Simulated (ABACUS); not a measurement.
This ABACUS 3.10.1 run on HPbNO4 needs a look.

INPUT

```
INPUT_PARAMETERS
suffix              HPbNO4
calculation         scf
basis_type          lcao
pseudo_dir          ./
orbital_dir         ./
symmetry            1
dft_functional      pbe
ecutwfc             100
pseudo_rcut         7
nspin               1
nbands              27
ks_solver           genelpa
smearing_method     fd
smearing_sigma      0.00367493
scf_thr             1e-07
scf_nmax            50
mixing_type         plain
mixing_beta         1.5
cal_force           1
cal_stress          1
out_mul             1
mixing_gg0          0
```

STRU

```
ATOMIC_SPECIES
H 1.0080 H.upf
Pb 207.2000 Pb.upf
N 14.0070 N.upf
O 15.9990 O.upf

NUMERICAL_ORBITAL
H_confined-atom_6au_2s1p.orb
Pb_confined-atom_8au_2s2p2d.orb
N_confined-atom_6au_2s2p1d.orb
O_confined-atom_6au_2s2p1d.orb

LATTICE_CONSTANT
1.8897261246

LATTICE_VECTORS
3.8540400000 0.1438400000 0.0901200000
-0.2532000000 5.5269800000 0.1647100000
-0.4819700000 -1.9272000000 5.7202500000

ATOMIC_POSITIONS
Direct

H
0.0
1
0.1091300000 0.6571800000 0.5446300000 1 1 1

Pb
0.0
1
0.6102900000 0.5212700000 0.1510000000 1 1 1

N
0.0
1
0.9158000000 0.9626300000 0.9586700000 1 1 1

O
0.0
4
0.0138400000 0.1363900000 0.8808400000 1 1 1
0.7239800000 0.0105700000 0.1285800000 1 1 1
0.0038900000 0.7373200000 0.8704300000 1 1 1
0.1192700000 0.5932400000 0.3765100000 1 1 1
```

Contents of KPT:

```
K_POINTS
0
Gamma
5 4 4 0 0 0
```

Potentials or basis: PseudoDojo NC SR 0.4.1 PBE standard, DZP LCAO (the cutoffs set its grid).

Run with:

```sh
$ OMP_NUM_THREADS=4 abacus > log
```

running log:

```text
ABACUS v3.10.1

               Atomic-orbital Based Ab-initio Computation at UStc

 ------------------------------------------------------------------------------------

 READING GENERAL INFORMATION
                           global_out_dir = OUT.HPbNO4/
                           global_in_card = INPUT
                               pseudo_dir = ./
[... 161 lines left out ...]
                                  min |g| = 0

 !!!!!!!!!!!!!!!!!!!!!!!!!!!!!!!!!!!!!!!!!!!!!!!!!!!!!!!!!
                         NOTICE
 !!!!!!!!!!!!!!!!!!!!!!!!!!!!!!!!!!!!!!!!!!!!!!!!!!!!!!!!!

 You'd better set mixing_beta to [0.0, 1.0]!
 CHECK IN FILE : OUT.HPbNO4/warning.log

 !!!!!!!!!!!!!!!!!!!!!!!!!!!!!!!!!!!!!!!!!!!!!!!!!!!!!!!!!
                         NOTICE
 !!!!!!!!!!!!!!!!!!!!!!!!!!!!!!!!!!!!!!!!!!!!!!!!!!!!!!!!!
 Check in file : OUT.HPbNO4/warning.log
```

On the terminal:

```text
ABACUS v3.10.1
[... 20 lines left out ...]
                         NOTICE
 !!!!!!!!!!!!!!!!!!!!!!!!!!!!!!!!!!!!!!!!!!!!!!!!!!!!!!!!!
```

How did it end, and where is the flaw?

The program refused the input. The input holds a flaw that was put in on purpose: mixing far too strong (mixing_type = plain; mixing_beta = 1.5; mixing_gg0 = 0).
